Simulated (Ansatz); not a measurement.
# FGeH9O3Si3: small, medium and large basis sets

The task here is to estimate one member of a computed series from the others.

Program: Ansatz 0.2.0, Gaussian basis. Level of theory: one geometry, several basis sets. These are calculated values, not measurements.

Plan: PBE0-D4/def2-SVP; ωB97M-V/def2-SVP; PBE0-D4/def2-QZVPP; ωB97M-V/def2-QZVPP; the functionals' def2-TZVPP values are taken from earlier runs.

## Structure used throughout

An earlier PBE0-D4 in a triple-zeta def2 set relaxation fixed the geometry.

SMILES `[F][Ge]([O][SiH3])([O][SiH3])[O][SiH3]`, 17 atoms, charge 0, spin multiplicity 1.

Atoms are counted from 1 here; the program's logs count them from 0.

Bond lengths: F1–Ge2 1.715 Å, Ge2–O3 1.731 Å, Ge2–O5 1.728 Å, Ge2–O7 1.730 Å, O3–Si4 1.651 Å, Si4–H9 1.484 Å, Si4–H10 1.481 Å, Si4–H11 1.485 Å, O5–Si6 1.650 Å, Si6–H12 1.485 Å, Si6–H13 1.481 Å, Si6–H14 1.485 Å, O7–Si8 1.650 Å, Si8–H15 1.485 Å, Si8–H16 1.484 Å, Si8–H17 1.482 Å. Angles: F1–Ge2–O3 109.2°, F1–Ge2–O5 107.6°, F1–Ge2–O7 108.1°, O3–Ge2–O5 110.2°, O3–Ge2–O7 110.0°, O5–Ge2–O7 111.7°, Ge2–O3–Si4 134.7°, O3–Si4–H9 110.1°, O3–Si4–H10 106.8°, O3–Si4–H11 110.4°, H9–Si4–H10 110.0°, H9–Si4–H11 109.3°, H10–Si4–H11 110.2°, Ge2–O5–Si6 134.7°, O5–Si6–H12 110.3°, O5–Si6–H13 106.7°, O5–Si6–H14 110.5°, H12–Si6–H13 109.9° and more.

The first run:

File in.yaml:

```yaml
crystal:
  periodic: [false, false, false]
  atoms:
    - {symbol: F, position_ang: [-1.910198, 0.944648, 1.028000]}
    - {symbol: Ge, position_ang: [-0.543425, 0.347381, 0.181987]}
    - {symbol: O, position_ang: [-0.944123, -1.170862, -0.545449]}
    - {symbol: Si, position_ang: [-0.678365, -2.752426, -0.153052]}
    - {symbol: O, position_ang: [-0.135698, 1.502320, -1.036338]}
    - {symbol: Si, position_ang: [-0.161489, 1.507586, -2.686371]}
    - {symbol: O, position_ang: [0.743563, 0.136054, 1.319099]}
    - {symbol: Si, position_ang: [1.340222, 0.967411, 2.614051]}
    - {symbol: H, position_ang: [0.743490, -3.105280, -0.392352]}
    - {symbol: H, position_ang: [-1.555869, -3.564863, -1.027391]}
    - {symbol: H, position_ang: [-1.011211, -2.994952, 1.273792]}
    - {symbol: H, position_ang: [0.746459, 0.459318, -3.218521]}
    - {symbol: H, position_ang: [0.306122, 2.846296, -3.115082]}
    - {symbol: H, position_ang: [-1.538217, 1.262900, -3.185685]}
    - {symbol: H, position_ang: [1.144632, 2.427470, 2.424179]}
    - {symbol: H, position_ang: [0.649137, 0.530962, 3.852322]}
    - {symbol: H, position_ang: [2.786072, 0.655534, 2.707011]}
basis:
  gaussian: {orbitals: def2-SVP}
hamiltonian: {xc: pbe0, dispersion: d4}
output: {orbitals: {seedname: orbitals}}
```

Run with:

```console
ansatz run in.yaml --threads 4 --pin off --events-out ev --progress --plain --max-ram 66560MiB --backend cpu
```

Among the steps run: PBE0-D4 in def2-SVP; ωB97M-V in def2-SVP; PBE0-D4 in def2-QZVPP; ωB97M-V in def2-QZVPP.

One of the session's tables, all rows but one given; the rest of the session is left out.

It belongs to the step «Functionals by basis». 

```
functional       basis  HOMO (eV)
   PBE0-D4    def2-SVP      -9.03
   PBE0-D4  def2-TZVPP      -9.10
   PBE0-D4  def2-QZVPP      -9.12
   ωB97M-V    def2-SVP     -11.30
   ωB97M-V  def2-TZVPP          ?
   ωB97M-V  def2-QZVPP     -11.44
```

Q: Estimate the row for ωB97M-V, def2-TZVPP from the others.

As computed: HOMO (eV): -11.42. In the column «HOMO (eV)» it lies between ωB97M-V, def2-QZVPP (-11.44) and ωB97M-V, def2-SVP (-11.30).
